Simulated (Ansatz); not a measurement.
# Ni: a slab and its surfaces, (111), 6 layers

Aim: cut a slab of Ni (111), 6 layers from the relaxed bulk, relax it, and get surface energy and work function. The runs shown use PAW. Its runs: bulk cell relaxed (PAW); bulk in the slab's orientation (PAW); the reference run (PAW); atoms relaxed (PAW); no images along the normal (PAW).

Method: DFT, PBEsol, PAW with Ansatz's default frozen-core files, scalar-relativistic, in Ansatz 0.2.0.

## 1. Starting point

The structure is cubic, space group Fm-3m (No. 225). Conventional cell: a = 3.464 Å, b = 3.464 Å, c = 3.464 Å, α = 90.00°, β = 90.00°, γ = 90.00°. Ni (site symmetry m-3m) has 12 Ni at 2.45 Å as nearest neighbours.

Structure file:

```
CELL_PARAMETERS angstrom
0.00000 1.73198 1.73198
1.73198 0.00000 1.73198
1.73198 1.73198 0.00000
ATOMIC_POSITIONS crystal
Ni 0.00000 0.00000 0.00000
```

## 2. Bulk cell relaxed, PAW

Input file input.yaml:

```yaml
crystal:
  lattice:
    - [0.0, 1.7319783131, 1.7319783131]
    - [1.7319783131, 0.0, 1.7319783131]
    - [1.7319783131, 1.7319783131, 0.0]
  atoms:
    - { symbol: Ni, position: [0.0, 0.0, 0.0], spin: 1.0 }
magnetization:
  spin_polarized: true
kpoints:
  mp_grid: { grid: [21, 21, 21] }
scf:
  occupations: { method: fermi_dirac, width: 0.1 }
hamiltonian:
  xc: pbesol
  pseudopotentials: { kind: paw }
output:
  forces: true
  stress: true
relax:
  f_tol: 0.005
  max_steps: 40
  cell: {}
```

Command:

```bash
> ansatz run input.yaml --threads 3 --pin off --max-ram 9216MiB --backend cpu --events-out ev --progress --plain --runs-dir out
```

After this run come: Bulk in the slab's orientation, PAW; Slab as cut, PAW; Atoms relaxed, PAW; No images along the normal, PAW.

Before running it: what results should come out? Wanted: surface energy; work function; outer layer spacing.

The runs gave:

| quantity | value |
| --- | --- |
| surface energy (PAW, relaxed) | 2.32 J/m² |
| work function (PAW, relaxed) | 5.24 eV |
| outer layer spacing (PAW) | 2.00 → 1.97 Å |

**Reading.** By PAW the surface costs 2.33 J/m² as cut and 2.32 J/m² relaxed. The outermost spacing changes by -1.4 % (PAW). Thickness wasn't converged, and no reconstruction was sought. The magnetic state is the one reached from the start moments in this cell; it needn't be the ground state.
